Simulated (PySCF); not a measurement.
# C2H6O2Sn (Sn(OMe)2): the cost of one run

Computed with PySCF 2.14.0 and routines of our own; the level stands in each step. Atoms count from 0.

## 1. The starting structure

11 atoms, charge 0, multiplicity 1; geometry from: GFN2-xTB.

## 2. Relaxing the molecule at PBE0-D3(BJ)/def2-SVP

What the job is given:

```
{"job": {"xc": "PBE0", "basis": "def2-SVP", "d3": "d3bj", "grid": 1, "maxiter": 30, "shake": 0.03, "kind": "geom"}, "charge": 0, "multiplicity": 1}
Sn     0.082320     0.552240    -1.485160
O      1.762970     0.179290    -0.592220
C      2.837880    -0.165960     0.162090
H      3.403870    -1.106550    -0.166930
H      2.617630    -0.273880     1.209520
H      3.658590     0.623100     0.082440
O     -1.734330     0.288670    -0.591150
C     -2.857210     0.023840     0.161490
H     -3.626390     0.844310     0.150080
H     -2.646890    -0.131150     1.258100
H     -3.400380    -0.919420    -0.157370
```

Command:

```
$ OMP_NUM_THREADS=1 python heavy_run.py task.json out
```

One launch serves the whole session: the jobs run in the order shown.

**Question.** How long does this first job take on 1 thread of Arm Neoverse V2, shared host, and how much memory does it need?

About 49 s, with a peak of 0.46 GiB.
